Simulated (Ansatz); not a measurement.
# Co3Ir (Pm-3m) in Ansatz: reference runs

How does Co3Ir come out in PBEsol? The cell is run as given and disturbed.

All numbers are computed with Ansatz 0.2.0; they aren't measurements. Logs are shortened: lines on timing, memory, paths and dates and some standing lists are left out, and cuts for length are marked.

**1. The structure**

The structure is cubic, space group Pm-3m (No. 221). The conventional cell has a = 3.583 Å, b = 3.583 Å, c = 3.583 Å, α = 90.00°, β = 90.00°, γ = 90.00°. Ir (site symmetry m-3m) is surrounded by 12 Co at 2.53 Å. Around Co (site symmetry 4/mmm) lie 4 Ir at 2.53 Å and 8 Co at 2.53 Å.

The cell comes from a database or a generator and needn't be the stable form of this composition.

**2. Single point, PBEsol, collinear spin, ferromagnetic start**

The input, input.yaml:

```yaml
crystal:
  lattice:
    - [3.582561, 0.0, 0.0]
    - [0.0, 3.582561, 0.0]
    - [0.0, 0.0, 3.582561]
  atoms:
    - { symbol: Ir, position: [0.0, 0.0, 0.0], spin: 0.6 }
    - { symbol: Co, position: [0.5, 0.5, 0.0], spin: 2.0 }
    - { symbol: Co, position: [0.5, 0.0, 0.5], spin: 2.0 }
    - { symbol: Co, position: [0.0, 0.5, 0.5], spin: 2.0 }
kpoints:
  mp_grid: { grid: [8, 8, 8] }
scf:
  occupations: { method: fermi_dirac, width: 0.05 }
hamiltonian:
  xc: pbesol
  pseudopotentials: { kind: all_electron, lapw: { basis_error: 0.001 } }
magnetization:
  spin_polarized: true
output:
  forces: true
  stress: true
  eigenvalues: true
  populations: true
```

Potentials or basis: all-electron LAPW, scalar-relativistic.

Run with:

```console
> ansatz run input.yaml --threads 4 --pin off --max-ram 12288MiB --backend cpu --events-out ev --progress --plain --runs-dir out
```

Standard output:

```text
Warning: RAYON_NUM_THREADS=4 ignored (pool sized by the plan → 4); use --threads N
Ir: projections on atomic orbitals take those of the free atom 1s2 2s2 2p6 3s2 3p6 3d10 4s2 4p6 4d10 4f14 5s2 5p6 5d7 6s2, of charge +0.00 (hamiltonian.pseudopotentials.projection_atoms)
Co: projections on atomic orbitals take those of the free atom 1s2 2s2 2p6 3s2 3p6 3d7 4s2, of charge +0.00 (hamiltonian.pseudopotentials.projection_atoms)
LAPW: plane waves up to 9.089 Å⁻¹, error target 1.0e-3 eV per atom; small_component_spin mean_spin; Co in spheres of 1.233 Å, 17 of its electrons in bands, Dirac shells []; Ir in spheres of 1.300 Å, 41 of its electrons in bands, Dirac shells [] (how accurate: hamiltonian.pseudopotentials.lapw.basis_error, Limitations)
Engine: ansatz 0.2.0, aarch64-unknown-linux-gnu
Pseudopotentials: kind: all_electron
Pseudopotential: Ir, LAPW, valence charge 41, lapw/all_electron/scalar/gaussian/Ir, Koelling and Harmon's equation, gaussian nucleus
Pseudopotential: Co, LAPW, valence charge 17, lapw/all_electron/scalar/gaussian/Co, Koelling and Harmon's equation, gaussian nucleus
Functional definition: PBEsol
  exchange = pbesol_x
  correlation = pbesol_c
Crystal: 4 atoms, lattice volume = 45.981 Å³
Basis set: ecut = 314.7304906850435 eV, 587 PW (Γ), exchange–correlation at level 2
Bands: 60, of which v1, the nominal top of the filled ones, is band 46 counted from 1 (45 counted from 0)
Symmetry: 48 space group operations
Space group: Pm-3m (ITA 221), of the structure as read, at distance tolerance 3.6e-5 Å
Magnetic group: BNS 221.92 (UNI 1594), of the structure as read, at distance tolerance 3.6e-5 Å
k-points: 35 of 512
Non-local potential: Ir, projectors of the file, none
Non-local potential: Co, projectors of the file, none
Initial density: superposition of atomic densities (chi_scale 0.1, normalization cell)
Starting moments: Σ|m| = 6.6 μB on 4 of 4 sites
Initial wavefunctions: plane waves of lowest kinetic energy (no species holds an atomic orbital)
Functional: x = pbesol(κ = 0.804, μ = 0.12345679012345678), c = pbesol(β = 0.046)
[... 22 lines left out ...]
Spin contamination: 0.0702 ħ² per cell (⟨S²⟩ above its minimum at these occupations)
Per-site moments (μB) at R_I (Å): [(0.49569712365172336, 1.299754109792625), (1.4820796959405982, 1.2334990295734198), (1.4820796959405982, 1.2334990295734198), (1.4820796959405982, 1.2334990295734198)]
Free energy (F): -598542.827929 eV
Harris-Foulkes:  -598542.827929 eV  (|F-HF|=4.89e-9)
Internal energy: -598542.776606 eV  (E = F + TS)
E sigma→0 (E₀):  -598542.802267 eV
Entropy (-TS):   -0.051323 eV (-12.831 meV/atom)
Fermi energy:    23.117799 eV
--- Per-component energies (eV) ---
  E_band       = -3710.489979
  E_kinetic    = 663950.710010
  E_xc         = -14110.540155
  E_electrostatic = -1248382.946461  (all electrons and nuclei)
  E_smearing   = -0.051323  (= −TS)
  E_closure    = 0.000000  (closes the sum)
  E_atoms      = -598505.855356  (free atoms, spherical and without spin; not in F)
  Σ components = -598542.827929   (vs F -598542.827929, Δ=0.00e0)
  Basis errors (estimates in eV, not in F): energy 2.4e-4 per atom: plane waves 2.0e-4 (1.0e-4 summed), levels above the bands 1.2e-133, relativity 3.0e-8, radial functions 4.0e-5, core shells 1.5e-6; eigenvalues (radial functions only) 1.4e-6; not estimated: angular momenta, meshes, grids; target (lapw.basis_error) 1.0e-3; muffin-tin radii Co 1.233 Å, Ir 1.300 Å
--- Forces (eV/Å), atoms counted from 1 ---
  atom   1  Ir    -0.00000000     0.00000000     0.00000000
  atom   2  Co    -0.00000000    -0.00000000     0.00000000
  atom   3  Co    -0.00000000    -0.00000000     0.00000000
  atom   4  Co     0.00000000     0.00000000     0.00000000
  max |Σ_I F_I| component: 3.58e-30 eV/Å
--- Stress (GPa, compression-positive) ---
       -2.841661       0.000000       0.000000
        0.000000      -2.841661       0.000000
        0.000000       0.000000      -2.841661
  P = ⅓ Tr σ = -2.8417 GPa (-28.417 kbar)
--- Band table (eV; the first three rows and the last of 70) ---
  k-point 0 ↑: bands = ["-261.6442", "-261.6442", "-261.6442", "-261.6317", "-261.6317", "-72.5659", "-72.5221", "-72.5221", "-69.2704", "-36.0402", "-36.0402", "-36.0402", "-35.9498", "-35.9498", "-35.9498", "-35.8442", "-35.8442", "-35.8442", "-33.5419", "-33.5343", "-33.5343", "-33.5343", "-33.5277", "-33.5277", "-33.5277", "-26.1515", "-26.1515", "-26.1515", "13.3643", "16.6761", "16.6761", "17.7644", "17.7644", "17.7644", "18.0770", "20.3722", "20.3722", "20.3722", "21.6749", "21.6749", "22.2505", "22.5795", "22.5795", "22.5795", "23.1943", "23.1943", "23.9785", "23.9785", "23.9785", "25.4234", "25.4234", "25.4234", "32.1709", "34.7091", "34.7091", "35.7490", "35.7490", "35.7490", "38.5803", "38.5803"]
  k-point 1 ↑: bands = ["-261.6442", "-261.6442", "-261.6442", "-261.6317", "-261.6317", "-72.5644", "-72.5235", "-72.5221", "-69.2705", "-36.0361", "-36.0361", "-36.0338", "-35.9509", "-35.9509", "-35.9500", "-35.8507", "-35.8470", "-35.8470", "-33.5419", "-33.5344", "-33.5343", "-33.5343", "-33.5277", "-33.5277", "-33.5277", "-26.1552", "-26.1520", "-26.1520", "13.5831", "16.7911", "16.8083", "17.8392", "17.8639", "17.8639", "18.1556", "20.2755", "20.4428", "20.4428", "21.5889", "21.7038", "22.1722", "22.2367", "22.2367", "22.5797", "23.0099", "23.0910", "23.3518", "23.3518", "23.9691", "24.6192", "26.3779", "26.3779", "32.5894", "34.2744", "35.2736", "35.7904", "35.7904", "35.9394", "37.8069", "38.2682"]
  k-point 2 ↑: bands = ["-261.6442", "-261.6442", "-261.6442", "-261.6317", "-261.6317", "-72.5602", "-72.5276", "-72.5220", "-69.2706", "-36.0252", "-36.0252", "-36.0164", "-35.9545", "-35.9545", "-35.9507", "-35.8686", "-35.8537", "-35.8537", "-33.5419", "-33.5345", "-33.5344", "-33.5344", "-33.5278", "-33.5277", "-33.5277", "-26.1640", "-26.1531", "-26.1531", "14.2078", "17.0977", "17.1077", "18.0496", "18.1581", "18.1581", "18.3804", "20.0119", "20.6519", "20.6519", "21.3506", "21.3600", "21.3600", "21.7766", "21.9329", "22.3863", "22.5802", "22.6607", "22.6607", "22.8549", "23.1946", "23.9477", "27.9630", "27.9630", "32.9218", "33.5743", "35.0874", "35.0874", "35.7612", "36.1191", "37.8152", "38.6246"]
  k-point 34 ↓: bands = ["-261.6048", "-261.6048", "-261.6048", "-261.5836", "-261.5836", "-70.7530", "-70.7530", "-70.7530", "-68.9784", "-34.3470", "-34.3470", "-34.3470", "-34.2839", "-34.1745", "-34.1745", "-34.1745", "-34.0362", "-34.0362", "-33.4839", "-33.4673", "-33.4673", "-33.4673", "-33.4547", "-33.4547", "-33.4547", "-25.8056", "-25.8056", "-25.8056", "17.3409", "17.3409", "17.3409", "18.2061", "20.6740", "20.6740", "21.6088", "21.6088", "21.6088", "21.8380", "21.8380", "21.8380", "22.5164", "22.8841", "22.8841", "22.8841", "24.0563", "24.0563", "24.0563", "24.4120", "24.4120", "24.5060", "24.5060", "24.5060", "29.3782", "31.4591", "31.4591", "31.4591", "41.6554", "41.6554", "41.6554", "42.3623"]
--- Löwdin populations: 4 sites ---
  site symbol       q [e]    m [muB]
     0     Ir     77.0729     0.5594
     1     Co     26.6966     1.4697
     2     Co     26.6966     1.4697
     3     Co     26.6966     1.4697
  spilling = 0.005299 (of n_electrons = 158.000000)
```

populations.tsv:

```text
# site	symbol	l	j	q_up	q_dn
# orbitals = lowdin
# n_electrons = 158.000000
# spilling = 0.005299
# projection_atom_Ir: 1s2 2s2 2p6 3s2 3p6 3d10 4s2 4p6 4d10 4f14 5s2 5p6 5d7 6s2
# projection_atom_Co: 1s2 2s2 2p6 3s2 3p6 3d7 4s2
0	Ir	0_1S	-	1.000000	1.000000
0	Ir	0_2S	-	0.999994	0.999994
0	Ir	0_3S	-	0.999922	0.999921
0	Ir	0_4S	-	0.999208	0.999206
0	Ir	0_5S	-	0.988897	0.988742
0	Ir	0_6S	-	0.534171	0.550145
0	Ir	1_2P	-	3.000000	3.000000
0	Ir	1_3P	-	2.999999	2.999999
0	Ir	1_4P	-	2.999973	2.999973
0	Ir	1_5P	-	2.997222	2.997203
0	Ir	2_3D	-	5.000000	5.000000
0	Ir	2_4D	-	4.999991	4.999989
0	Ir	2_5D	-	4.296793	3.721638
0	Ir	3_4F	-	6.999980	6.999979
1	Co	0_1S	-	0.999994	0.999994
1	Co	0_2S	-	0.999695	0.999703
1	Co	0_3S	-	0.992525	0.992824
1	Co	0_4S	-	0.452477	0.472984
1	Co	1_2P	-	2.999996	2.999998
1	Co	1_3P	-	2.999275	2.999112
1	Co	2_3D	-	4.639184	3.148870
2	Co	0_1S	-	0.999994	0.999994
2	Co	0_2S	-	0.999695	0.999703
2	Co	0_3S	-	0.992525	0.992824
2	Co	0_4S	-	0.452477	0.472984
2	Co	1_2P	-	2.999996	2.999998
2	Co	1_3P	-	2.999275	2.999112
2	Co	2_3D	-	4.639184	3.148870
3	Co	0_1S	-	0.999994	0.999994
3	Co	0_2S	-	0.999695	0.999703
3	Co	0_3S	-	0.992525	0.992824
3	Co	0_4S	-	0.452477	0.472984
3	Co	1_2P	-	2.999996	2.999998
3	Co	1_3P	-	2.999275	2.999112
3	Co	2_3D	-	4.639184	3.148870
```

Wall time 33 s (4 threads of Arm Neoverse V1, shared host); peak memory 0.87 GiB.

What came out:

* Free energy: -598542.8279 eV
* Pressure: -2.8 GPa
* Band gap on the k mesh: none (metal or under the smearing width)
* Net moment: 4.83 μB per cell
* Absolute moment: 5.11 μB per cell
* Site moments: Ir +0.50; Co +1.48 μB

**3. Equation of state, PBEsol, collinear spin, ferromagnetic start**

Potentials or basis: all-electron LAPW, scalar-relativistic.

No new run: the results of the series are fitted here.

What came out:

| Quantity | Value |
| --- | --- |
| Equilibrium volume | 11.29 Å³/atom (rough: see the caveat) |
| Bulk modulus | 182 GPa (rough) |

Energy against volume, from the lowest point:
```csv
volume (Å³/atom),energy (meV/atom)
10.806,11.49
11.036,1.98
11.265,0.00
11.495,1.81
11.725,8.70
11.955,21.32
12.185,39.50
```

Caveat: the fit is doubtful: noisy points or a state that changes with volume. Spin-orbit coupling is left out, which matters for the levels of Ir.

**4. Single point, PBEsol, collinear spin, ferromagnetic start (atoms moved at random, drawn with an rms of 0.05 Å)**

The input, input.yaml:

```yaml
crystal:
  lattice:
    - [3.582561, 0.0, 0.0]
    - [0.0, 3.582561, 0.0]
    - [0.0, 0.0, 3.582561]
  atoms:
    - { symbol: Ir, position: [-0.018342, 4.9e-05, -3.5e-05], spin: 0.6 }
    - { symbol: Co, position: [0.500635, 0.499328, 0.019877], spin: 2.0 }
    - { symbol: Co, position: [0.49455, 0.013344, 0.498548], spin: 2.0 }
    - { symbol: Co, position: [-0.010128, 0.500055, 0.502804], spin: 2.0 }
kpoints:
  mp_grid: { grid: [8, 8, 8] }
scf:
  occupations: { method: fermi_dirac, width: 0.05 }
hamiltonian:
  xc: pbesol
  pseudopotentials: { kind: all_electron, lapw: { basis_error: 0.001 } }
magnetization:
  spin_polarized: true
output:
  forces: true
  stress: true
  eigenvalues: true
  populations: true
```

Run with:

```console
> ansatz run input.yaml --threads 4 --pin off --max-ram 12288MiB --backend cpu --events-out ev --progress --plain --runs-dir out
```

It took 8.3 min on 4 threads of Arm Neoverse V1, shared host; peak memory 3.5 GiB.

The run converged. Its results:

* Free energy: -598542.7893 eV
* Pressure: -2.2 GPa
* Largest force: 0.620 eV/Å
* Band gap on the k mesh: none (metal or under the smearing width)
* Net moment: 4.82 μB per cell
* Absolute moment: 5.10 μB per cell
* Site moments: Ir +0.49; Co +1.48, +1.49 μB

Forces on the atoms (eV/Å):
```
Ir   0.617  0.007  0.061
Co  -0.469  0.135 -0.344
Co  -0.257 -0.244  0.215
Co   0.109  0.102  0.068
```

Stress tensor (GPa, compression positive):
```
-2.26  0.04  0.19
 0.04 -2.12 -0.36
 0.19 -0.36 -2.19
```

Levels at points of the mesh, in eV from the Fermi level:
Spin up:
| k point | band 48 | band 49 | band 50 | band 51 | band 52 | band 53 | band 54 | band 55 | band 56 | band 57 |
| --- | --- | --- | --- | --- | --- | --- | --- | --- | --- | --- |
| (0.00, 0.00, 0.00) | 0.04 | 0.05 | 0.83 | 0.85 | 0.86 | 2.32 | 2.34 | 2.35 | 9.03 | 11.49 |
| (0.00, 0.00, -0.50) | -1.45 | -1.18 | -1.11 | -0.57 | -0.53 | 0.79 | 7.90 | 7.93 | 9.04 | 9.07 |
| (0.00, -0.50, 0.00) | -1.44 | -1.15 | -1.11 | -0.57 | -0.53 | 0.80 | 7.88 | 7.91 | 8.96 | 9.03 |
| (0.00, -0.50, -0.50) | -1.56 | -1.43 | -1.08 | -1.02 | 0.91 | 0.93 | 1.92 | 3.00 | 10.67 | 11.64 |
| (-0.50, 0.00, 0.00) | -1.47 | -1.18 | -1.09 | -0.56 | -0.52 | 0.80 | 7.86 | 7.87 | 9.04 | 9.09 |
| (-0.50, 0.00, -0.50) | -1.66 | -1.54 | -1.09 | -1.01 | 0.91 | 0.92 | 1.92 | 3.00 | 10.68 | 11.71 |
| (-0.50, -0.50, 0.00) | -1.64 | -1.52 | -1.10 | -1.05 | 0.92 | 0.92 | 1.91 | 2.99 | 10.69 | 11.75 |
| (-0.50, -0.50, -0.50) | -0.34 | -0.31 | -0.30 | 0.02 | 0.05 | 0.07 | 0.25 | 0.28 | 5.41 | 7.69 |
Spin down:
```tsv
k point	band 45	band 46	band 47	band 48	band 49	band 50
(0.00, 0.00, 0.00)	1.14	1.15	1.15	1.34	1.35	1.82
(0.00, 0.00, -0.50)	-0.43	-0.32	-0.26	-0.08	0.01	0.47
(0.00, -0.50, 0.00)	-0.40	-0.31	-0.28	-0.08	0.01	0.48
(0.00, -0.50, -0.50)	-0.54	-0.52	-0.49	-0.23	-0.05	0.15
(-0.50, 0.00, 0.00)	-0.43	-0.27	-0.25	-0.13	0.00	0.47
(-0.50, 0.00, -0.50)	-0.54	-0.51	-0.47	-0.31	-0.02	0.12
(-0.50, -0.50, 0.00)	-0.57	-0.51	-0.50	-0.29	0.00	0.13
(-0.50, -0.50, -0.50)	-0.25	-0.24	-0.23	0.94	0.94	0.94
```

**5. Summary**

```csv
task,cell,cutoff (eV),gap on the mesh (eV),pressure (GPa),moment (μB)
single point,as given,315,none,-2.8,4.83
equation of state,as given,-,-,-,-
single point,"atoms moved at random, drawn with an rms of 0.05 Å",330,none,-2.2,4.82
```

Alike in all rows: level PBEsol; potentials or basis all-electron LAPW, scalar-relativistic; spin collinear, ferromagnetic start; k mesh 8 × 8 × 8; smearing fermi-dirac 0.05 eV; basis error allowed 0.001 eV/atom.

Caveats: the fit is doubtful: noisy points or a state that changes with volume (some runs).

Compare energies only between runs with the same functional and basis.
